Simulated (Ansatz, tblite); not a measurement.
**The cluster Ti₂O₄−: rung by rung**

The task here is to estimate one member of a computed series from the others.

Program: Ansatz 0.2.0, Gaussian basis. Level of theory: as each input shows. These are calculated values, not measurements.

Levels to be run: GFN1-xTB, GFN2-xTB, PBE-D4/def2-TZVPD, r2SCAN-D4/def2-TZVPD, PBE-QIDH/def2-TZVPD, B97M-V/def2-TZVPD, LC-ωPBE(0.10)/def2-SVPD, LC-ωPBE(0.15)/def2-SVPD, LC-ωPBE(0.20)/def2-SVPD, LC-ωPBE(0.30)/def2-SVPD, PBE-D4/def2-SVPD, PBE0-D4/def2-SVPD, MP2/def2-TZVPD, RPA/def2-TZVPD.

2 further runs of the same task are left out: 2 set aside as unsound or not needed. Runs told in other sessions of the task aren't counted.

## The structure

The doublet was relaxed beforehand with PBE-D4/def2-SVPD. At that level it is the lowest of the isomers that a small search found.

6 atoms, charge -1, spin multiplicity 2.

Bond lengths: Ti1–O3 1.673 Å, Ti1–O4 1.869 Å, Ti1–O5 1.869 Å, Ti2–O4 1.869 Å, Ti2–O5 1.869 Å, Ti2–O6 1.673 Å. Angles: O3–Ti1–O4 121.5°, O3–Ti1–O5 121.5°, O4–Ti1–O5 87.3°, O4–Ti2–O5 87.3°, O4–Ti2–O6 121.5°, O5–Ti2–O6 121.5°, Ti1–O4–Ti2 92.7°, Ti1–O5–Ti2 92.7°.

No spin-orbit coupling is included. The ion is computed in the gas phase, without counter-ions or solvent.

PBE0-D4/def2-TZVPD was run before; its log isn't repeated, and its numbers join the tables.

Set-up of the first run:

Tight binding, by tblite at 300 K electronic temperature and without a spin-polarisation term:

```python
tblite.interface.Calculator('GFN1-xTB', numbers, positions, charge=-1, uhf=1).singlepoint()
```

Tight binding, by tblite at 300 K electronic temperature and without a spin-polarisation term:

```python
tblite.interface.Calculator('GFN2-xTB', numbers, positions, charge=-1, uhf=1).singlepoint()
```

start.molden holds the orbitals of an earlier run on this state, given as this run's starting guess.

The input, in.yaml:

```yaml
crystal:
  periodic: [false, false, false]
  atoms:
    - {symbol: Ti, position_ang: [0.331448, -1.258281, -0.368165]}
    - {symbol: Ti, position_ang: [-0.331549, 1.257736, 0.367927]}
    - {symbol: O, position_ang: [1.707991, -2.207663, -0.318068]}
    - {symbol: O, position_ang: [0.339305, 0.430793, -1.167921]}
    - {symbol: O, position_ang: [-0.340322, -0.431542, 1.167345]}
    - {symbol: O, position_ang: [-1.706872, 2.208957, 0.318892]}
basis:
  gaussian: {orbitals: def2-TZVPD, initial_orbitals: start.molden}
total_charge: -1
magnetization: {spin_polarized: true, initial_magnetization: 1}
hamiltonian: {xc: pbe, dispersion: d4}
scf: {omitted_lower_state_checks: [starts]}
output: {orbitals: {seedname: orbitals}}
```

On the command line:

```console
$ ansatz run in.yaml --threads 4 --pin off --events-out ev --progress --plain --max-ram 4787MiB
```

Among the steps run: PBE-D4/def2-TZVPD; r2SCAN-D4/def2-TZVPD; PBE-QIDH/def2-TZVPD; B97M-V/def2-TZVPD; LC-ωPBE(0.10)/def2-SVPD; LC-ωPBE(0.15)/def2-SVPD; LC-ωPBE(0.20)/def2-SVPD; LC-ωPBE(0.30)/def2-SVPD; PBE-D4/def2-SVPD; PBE0-D4/def2-SVPD; MP2/def2-TZVPD; RPA/def2-TZVPD.

One of the session's tables, all rows but one given; the rest of the session is left out.

```
                  level  HOMO (eV)  LUMO (eV)  gap (eV)
       PBE-D4/def2-SVPD       0.30       0.63      0.33
      PBE-D4/def2-TZVPD       0.28       0.60      0.32
   r2SCAN-D4/def2-TZVPD       0.13       0.46      0.33
      B97M-V/def2-TZVPD       0.20       0.52      0.33
      PBE0-D4/def2-SVPD      -0.42       0.93      1.35
     PBE0-D4/def2-TZVPD      -0.40       0.90      1.30
LC-ωPBE(0.10)/def2-SVPD          ?          ?         ?
LC-ωPBE(0.15)/def2-SVPD      -1.38       2.16      3.54
LC-ωPBE(0.20)/def2-SVPD      -1.62       2.33      3.94
LC-ωPBE(0.30)/def2-SVPD      -2.13       2.68      4.81
```

Q: Estimate the row for LC-ωPBE(0.10)/def2-SVPD from the others.

As computed: HOMO (eV): -1.02; LUMO (eV): 1.85; gap (eV): 2.86. In the column «HOMO (eV)» it lies between LC-ωPBE(0.15)/def2-SVPD (-1.38) and PBE0-D4/def2-SVPD (-0.42).
